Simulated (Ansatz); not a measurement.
# C3H6BFSi: a ladder of functionals and wavefunction methods

One table from this session's results is given with a row withheld; the runs are named, their logs left out.

Method: functionals in def2-TZVPP, the program's frozen cores in correlated methods; program: Ansatz 0.2.0, Gaussian basis.

Levels to be run: PBE-D4, r2SCAN-D4, PBE0-D4, B3LYP-D4, ωB97X-V, ωB97M-V, B2PLYP; CCSD(T)/def2-TZVPP; MP2/def2-QZVPP; extrapolation to the limit.

### The relaxed structure

The geometry comes from an earlier relaxation with PBE0-D4 in a triple-zeta def2 set; it is a stationary point, not always the lowest conformer.

SMILES `CB1C=C(F)[SiH2]1`, 12 atoms, charge 0, spin multiplicity 1.

Atoms are counted from 1 here; the program's logs count them from 0.

Bond lengths: C1–B2 1.552 Å, C1–H7 1.092 Å, C1–H8 1.094 Å, C1–H9 1.098 Å, B2–C3 1.536 Å, B2–Si6 2.030 Å, C3–C4 1.356 Å, C3–H10 1.089 Å, C4–F5 1.324 Å, C4–Si6 1.891 Å, Si6–H11 1.491 Å, Si6–H12 1.491 Å. Angles: B2–C1–H7 114.6°, B2–C1–H8 111.6°, B2–C1–H9 108.5°, H7–C1–H8 109.0°, H7–C1–H9 107.8°, H8–C1–H9 105.0°, C1–B2–C3 131.8°, C1–B2–Si6 139.7°, C3–B2–Si6 88.5°, B2–C3–C4 101.7°, B2–C3–H10 133.4°, C4–C3–H10 125.0°, C3–C4–F5 124.8°, C3–C4–Si6 100.1°, F5–C4–Si6 135.2°, B2–Si6–C4 69.8°, B2–Si6–H11 123.0°, B2–Si6–H12 122.7° and more.

Coordinates:

```xyz
12

C    -0.2430   -0.6063    1.9111
B    -0.0076   -0.1162    0.4571
C     0.7481    1.0966   -0.1051
C     0.5371    0.9574   -1.4378
F     0.9970    1.7826   -2.3648
Si   -0.5033   -0.6215   -1.4453
H     0.3300   -0.0686    2.6699
H    -0.0470   -1.6784    2.0110
H    -1.3086   -0.4895    2.1491
H     1.3216    1.8997    0.3555
H    -1.8756   -0.4477   -2.0008
H     0.1282   -1.7631   -2.1661
```

Set-up of the first run:

The input, in.yaml:

```yaml
crystal:
  periodic: [false, false, false]
  atoms:
    - {symbol: C, position_ang: [-0.242972, -0.606283, 1.911102]}
    - {symbol: B, position_ang: [-0.007626, -0.116200, 0.457145]}
    - {symbol: C, position_ang: [0.748106, 1.096556, -0.105061]}
    - {symbol: C, position_ang: [0.537120, 0.957356, -1.437785]}
    - {symbol: F, position_ang: [0.996991, 1.782587, -2.364779]}
    - {symbol: Si, position_ang: [-0.503311, -0.621491, -1.445305]}
    - {symbol: H, position_ang: [0.330041, -0.068559, 2.669881]}
    - {symbol: H, position_ang: [-0.046983, -1.678404, 2.010995]}
    - {symbol: H, position_ang: [-1.308564, -0.489533, 2.149126]}
    - {symbol: H, position_ang: [1.321632, 1.899664, 0.355520]}
    - {symbol: H, position_ang: [-1.875587, -0.447703, -2.000791]}
    - {symbol: H, position_ang: [0.128154, -1.763092, -2.166149]}
basis:
  gaussian: {orbitals: def2-TZVPP}
hamiltonian: {xc: pbe, dispersion: d4}
output: {forces: true, orbitals: {seedname: orbitals}}
```

The run is started by

```bash
> ansatz run in.yaml --threads 4 --pin off --events-out ev --progress --plain --max-ram 10444MiB
```

Among the steps run: PBE-D4 (GGA); r2SCAN-D4 (meta-GGA); PBE0-D4 (hybrid); B3LYP-D4 (hybrid); ωB97X-V (range-separated); ωB97M-V (range-separated); B2PLYP (double hybrid); CCSD(T) in def2-TZVPP; MP2 in def2-QZVPP.

One of the session's tables, all rows but one given; the rest of the session is left out.

```
            method  atomisation energy (eV)
            PBE-D4                   50.431
         r2SCAN-D4                   49.450
           PBE0-D4                   49.568
          B3LYP-D4                   49.071
           ωB97X-V                   49.228
           ωB97M-V                   49.247
            B2PLYP                   48.568
     HF/def2-TZVPP                   36.556
    MP2/def2-TZVPP                        ?
   CCSD/def2-TZVPP                   46.884
CCSD(T)/def2-TZVPP                   47.682
           MP2/CBS                   49.861
       CCSD(T)/CBS                   48.850
```

**Question.** Estimate the row for MP2/def2-TZVPP.

As computed: atomisation energy (eV): 48.693. In the column «atomisation energy (eV)» it lies between B2PLYP (48.568) and CCSD(T)/CBS (48.850).

Limits of these values: Free atoms (3 C, 1 B, 1 F, 1 Si, 6 H) were run apart at each level; the atomisation energy is their sum less the molecule, without zero-point or spin-orbit terms.
